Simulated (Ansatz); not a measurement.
# Two structures of Cu: comparison of enthalpies under pressure in Python

At what pressure does Cu change structure? The task is a comparison of enthalpies under pressure, for two structures of Cu.

Computed with Ansatz 0.2.0, driven from Python. Level of theory: DFT PBEsol, plane waves, PAW.

### 1 The system

Cu Fm-3m: It takes space group Fm-3m (No. 225, cubic). Conventional cell: a = 3.620 Å, b = 3.620 Å, c = 3.620 Å, α = 90.00°, β = 90.00°, γ = 90.00°. Cu (site symmetry m-3m) has 12 Cu at 2.56 Å as nearest neighbours.

Cu Fd-3m: Symmetry: Fd-3m, No. 227, cubic system. Conventional cell: a = 4.970 Å, b = 4.970 Å, c = 4.970 Å, α = 90.00°, β = 90.00°, γ = 90.00°. Cu (site symmetry -43m) is surrounded by 4 Cu at 2.15 Å.

No structure file is read: the coordinates are typed or built in the script.

### 2 Script

transition.py reads:

```python
'''Pressure at which two phases of Cu cross.'''

import ansatz
import numpy as np


def fcc(first, a):
    return (
        ansatz.Lattice.fcc(a)
        .space_group(225)
        .atom(first, [0, 0, 0])
        .primitive()
    )


def diamond(A, a):
    return ansatz.Crystal.diamond(A, a=a)


def compute(name, crystal, pressure=0.0):
    calc = (
        crystal.calculation()
        .functional('pbesol')
        .basis(420)
        .scf(tolerance=1e-09)
        .kpoints(spacing=0.15)
        .occupations('fermi_dirac', width=0.1)
    )
    calc = calc.relax(force_tolerance=0.01, max_steps=60, cell=True, pressure=pressure)
    return calc.run(threads=1)


def volume_per_atom(outcome):
    return abs(np.linalg.det(outcome.lattice.cell_ang)) / len(outcome.lattice.sites)


def main() -> None:
    phases = {}
    phases['fcc'] = fcc('Cu', 3.62)
    phases['diamond'] = diamond('Cu', 4.97)

    # enthalpy per atom at each pressure
    pressures = [0, 5, 10, 20]
    enthalpy, volume = {name: [] for name in phases}, {name: [] for name in phases}
    for p in pressures:
        for name, crystal in phases.items():
            o = compute(name, crystal, pressure=p)
            volume[name].append(volume_per_atom(o))
            enthalpy[name].append(o.report['energy_sigma0_ev'] / len(o.lattice.sites) + p * volume[name][-1] / 160.21766)
    gap = np.array(enthalpy['diamond']) - np.array(enthalpy['fcc'])
    rows = [(p, va, vb, 1000 * d) for p, va, vb, d in zip(pressures, volume['fcc'], volume['diamond'], gap)]
    print('   P (GPa)  V fcc (A^3/atom)  V diamond (A^3/atom)  H(diamond) - H(fcc) (meV/atom)')
    for row in rows:
        print(f'{row[0]:10d}  {row[1]:16.3f}  {row[2]:20.3f}  {row[3]:+30.1f}')
    crossings = [p0 - g0 * (p1 - p0) / (g1 - g0) for p0, p1, g0, g1 in zip(pressures, pressures[1:], gap, gap[1:]) if g0 * g1 < 0]
    print('crossing near', [round(float(p), 1) for p in crossings], 'GPa') if crossings else print('no crossing in this range')


if __name__ == '__main__':
    main()
```

### 3 What the engine is handed

The engine receives this input (first run):

```yaml
crystal:
  lattice:
    bravais: fcc
    a: 3.62
  space_group: 225
  atoms:
    - { symbol: Cu, position: [0.0, 0.0, 0.0] }
  reduce_to_primitive: true
basis:
  ecutwfc: 420.0
kpoints:
  mp_grid:
    kspacing: 0.15
hamiltonian:
  xc: pbesol
scf:
  convergence:
    dr2_threshold: 1.0e-09
  occupations:
    method: fermi_dirac
    width: 0.1
relax:
  f_tol: 0.01
  max_steps: 60
  cell:
    p_target: 0.0
```

### 4 The run

The run is started by

```sh
$ python transition.py
```

Output:

```text
DeckWarning: relax.cell: scf.convergence.dr2_threshold = 1e-9 eV is looser than the 1e-10 eV advised for a relaxation that steers and ends on the stress (1e-10 eV for each atom of the cell: 1). What an SCF threshold leaves in a stress goes as its square root, and in the free energy as the threshold itself, and one [...]
DeckWarning: relax.cell: scf.convergence.dr2_threshold = 1e-9 eV is looser than the 2e-10 eV advised for a relaxation that steers and ends on the stress (1e-10 eV for each atom of the cell: 2). What an SCF threshold leaves in a stress goes as its square root, and in the free energy as the threshold itself, and one [...]
   P (GPa)  V fcc (A^3/atom)  V diamond (A^3/atom)  H(diamond) - H(fcc) (meV/atom)
         0            11.311                17.891                         +1200.1
         5            11.004                16.803                         +1392.3
        10            10.738                16.004                         +1564.6
        20            10.297                14.857                         +1869.5
no crossing in this range
```

(Warnings from the package without file and line, shortened.)

Run time: 3.2 min. Hardware: 1 thread of Arm Neoverse V1, shared host; peak memory 0.47 GiB.

### 5 The engine's runs

From the records of these 8 runs:

```csv
run,system,space group at the end,pressure asked (GPa),energy from run 1 (meV/atom),final volume (Å³/atom),pressure (GPa),SCF cycles in all,CPU time (s)
1,Cu (1 atom),Fm-3m,0,0.00,11.31,0.03,30,15
2,Cu (2 atoms),Fd-3m,0,1200.06,17.89,0.02,53,35
3,Cu (1 atom),Fm-3m,5,4.57,11.00,5.00,48,23
4,Cu (2 atoms),Fd-3m,5,1215.92,16.80,5.00,50,31
5,Cu (1 atom),Fm-3m,10,16.81,10.74,10.00,41,23
6,Cu (2 atoms),Fd-3m,10,1252.67,16.00,10.00,37,21
7,Cu (1 atom),Fm-3m,20,57.33,10.30,20.00,42,24
8,Cu (2 atoms),Fd-3m,20,1357.55,14.86,20.01,36,21
```

Energies are extrapolated to zero smearing width, as in the script. 

Enthalpy H = E + pV of the second structure less the first:

```csv
pressure (GPa),ΔH (meV/atom)
0,1200.1
5,1392.3
10,1564.6
20,1869.5
```

### 6 The relaxation of run 7, step by step

Relaxation path:

| step | energy from step 1 (eV/cell) | largest force component (eV/Å) | pressure (GPa) | volume (Å³) |
| --- | --- | --- | --- | --- |
| 1 | 0.0000 | 0.0000 | -7.04 | 11.86 |
| 2 | 0.0012 | 0.0000 | 9.20 | 10.77 |
| 3 | 0.0625 | 0.0000 | 23.63 | 10.16 |
| 4 | 0.0425 | 0.0000 | 19.71 | 10.31 |
| 5 | 0.0439 | 0.0000 | 19.99 | 10.29 |
| 6 | 0.0455 | 0.0000 | 20.07 | 10.29 |
| 7 | 0.0452 | 0.0000 | 20.00 | 10.30 |
| 8 | 0.0452 | 0.0000 | 20.00 | 10.30 |

Step 1 is the start. Steps 6, 8 each repeat the geometry before them on a plane-wave basis chosen anew, so the energy can jump there without any move.

Lengths and angles in the start's conventional setting:

«Before» is this run's own start.

|  | before | after | change |
| --- | --- | --- | --- |
| a (Å) | 3.620 | 3.453 | -4.6 % |
| b (Å) | 3.620 | 3.453 | -4.6 % |
| c (Å) | 3.620 | 3.453 | -4.6 % |
| volume (Å³/atom) | 11.86 | 10.30 | -13.2 % |
| shortest distance (Å) | 2.560 | 2.442 | -4.6 % |
| space group (0.01 Å) | Fm-3m | Fm-3m | same |

The run keeps the 48 symmetry operations of the start, so it could not have lowered the symmetry.

Under a set pressure the enthalpy E + pV is minimised, so E itself may rise.

### 7 The relaxation of run 8, step by step

The steps of the relaxation:

```csv
step,E - E(step 1) (eV/cell),largest force component (eV/Å),pressure (GPa),volume (Å³)
1,0.0000,0.0000,15.27,30.69
2,0.0676,0.0000,18.33,30.04
3,0.1086,0.0000,20.09,29.70
4,0.1065,0.0000,20.00,29.71
5,0.1070,0.0000,20.01,29.71
```

Step 1 is the start. Step 5 repeats the geometry before it on a plane-wave basis chosen anew for that cell, so its energy need not be comparable with the rows above.

Lengths and angles in the start's conventional setting:

«Before» is this run's own start.

|  | before | after | change |
| --- | --- | --- | --- |
| a (Å) | 4.970 | 4.917 | -1.1 % |
| b (Å) | 4.970 | 4.917 | -1.1 % |
| c (Å) | 4.970 | 4.917 | -1.1 % |
| volume (Å³/atom) | 15.35 | 14.86 | -3.2 % |
| shortest distance (Å) | 2.152 | 2.129 | -1.1 % |
| space group (0.01 Å) | Fd-3m | Fd-3m | same |

Forces and stress were held to the start's 48 operations: a distortion of lower symmetry was not tested.

Under a set pressure the enthalpy E + pV is minimised, so E itself may rise.

### 8 Outcome

| quantity | value |
| --- | --- |
| runs compared | 8 |
| crossing of the enthalpies | none in the range |

**Reading.** The first structure (Fm-3m) stays lower over the whole range, and pressure widens its lead. In run 7, the volume shrank by 13.2 % over 5 moves under the 20 GPa asked, and the space group stayed Fm-3m. In run 8, the volume shrank by 3.2 % over 3 moves under the 20 GPa asked, and the space group stayed Fd-3m. Reading the output:
- At a fixed pressure a relaxation lowers the enthalpy F + PV, while F alone can rise.
- Only these two structures are compared, at zero temperature and with their symmetry kept; either may be hypothetical, and another phase may be lower than both. Differences under 10 to 15 meV an atom lie within the error of mesh and functional.
- The cells are prototypes set up for this calculation and needn't exist.
